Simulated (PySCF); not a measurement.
# A diatomic session: AsF

The task here is to estimate one member of a computed series from the others.

The runs use PySCF 2.14.0; As aug-pcseg-1, F aug-pcseg-1, no relativity.

The first run:

The job is set up so:

| Quantity | Value |
| --- | --- |
| atoms | As, F |
| charge | 0 |
| basis | As aug-pcseg-1, F aug-pcseg-1 |
| Hamiltonian | no relativity |
| basis functions | 59 |
| electrons treated | 42 |
| masses in u | 74.9216, 18.9984 |
| levels | PBE0, PBE, r²SCAN, LDA, M06, B97-3, CAM-B3LYP, HF, MP2, SCS-MP2 |
| grid | 80 radial by 434 angular points |
| occupations | held fixed by the projection of orbital angular momentum |
| dissociation limit | As + F, each in its ground configuration |
| starting distance in angstrom | 1.790 |
| values of 2S to try | 0, 2, 4 |

The run is started by

```bash
$ OMP_NUM_THREADS=1 python dia.py task.json out
```

Steps of the session up to this table: Set-up; First curve: PBE0; Higher solutions at PBE0; PBE (GGA); r²SCAN (meta-GGA); LDA (local density); M06 (hybrid meta-GGA); B97-3; CAM-B3LYP (range-separated hybrid); UHF.

One of the session's tables, all rows but one given; the rest of the session is left out.

Energy (eV) from each level's lowest point:

```
R (Å)    UHF  UHF-MP2  UHF-SCS-MP2    LDA    PBE
1.539  1.016    1.290        1.295  1.132  1.338
1.611  0.404    0.594        0.598  0.491  0.630
1.683  0.092    0.202        0.205  0.145  0.224
1.736  0.001    0.054        0.056  0.027  0.065
1.790  0.000    0.000        0.000  0.000  0.000
1.844  0.068    0.018        0.016  0.042  0.007
1.915  0.238    0.125        0.120  0.177  0.098
2.005      ?        ?            ?      ?      ?
2.112  0.961    0.706        0.692  0.808  0.629
2.255  1.548    1.499        1.508  1.354  1.116
```

Q: Estimate the row for R (Å) = 2.005 from the others.

Worked estimate for «UHF». A straight line through the neighbours (1.915, 0.238) and (2.112, 0.961) gives 0.238 + (0.961 − 0.238) × (2.005 − 1.915) / (2.112 − 1.915) = 0.568; a parabola fitted to 4 rows on both sides gives 0.553.

As computed: UHF: 0.535; UHF-MP2: 0.352; UHF-SCS-MP2: 0.342; LDA: 0.431; PBE: 0.304. In «UHF» the line misses by +0.033 and the parabola by +0.018.

Caveats from the session: Lowest PBE0 solution found, without spin–orbit coupling: ³Σ⁻ (triplet), unpaired electrons π ↑↑. Warnings in the runs' records: inverted.
